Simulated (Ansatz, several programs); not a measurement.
TiO2 (anatase), relaxed with PBE in Ansatz (plane waves, PAW): the symmetry is I4_1/amd (No. 141, tetragonal); conventional cell a = 3.799 Å, c = 9.702 Å, 11.67 Å³ an atom. Around Ti lie 6 O at 1.95–2.00 Å; around O lie 3 Ti at 1.95–2.00 Å. The cell was then scaled with its shape and fractional coordinates held, which makes it stiffer than a relaxed compression. No spin polarisation and no zero-point or thermal motion.

```csv
V (Å³/atom),E (meV/atom)
10.967,30.03
11.317,7.12
11.667,0.00
12.367,24.35
```

(1) Pass a cubic E = c₀ + c₁u + c₂u² + c₃u³, with u = V − 11.579 Å³, through these points.

(2) Where is the minimum, and what bulk modulus follows?

(3) Predict the energy and the pressure at the withheld volume, 12.017 Å³.

Answers

(1) c₀ = 0.42, c₁ = -9.841, c₂ = 57.742, c₃ = -8.5326 (meV and Å³).

(2) dE/du = 0 at u = +0.087, so V₀ = 11.67 Å³. B = V₀ d²E/dV² = 11.67 × (2c₂ + 6c₃u) = 11.67 × 111.037 = 1295 meV/Å³, and 1 meV/Å³ is 0.16022 GPa: 208 GPa. A third-order Birch-Murnaghan fit to all five points gives 11.67 Å³ and 206 GPa.

(3) With u = +0.438: E ≈ 6.47 meV and P = −dE/dV ≈ -5.74 GPa. The run gives 6.42 meV and, from its stress, -5.71 GPa.
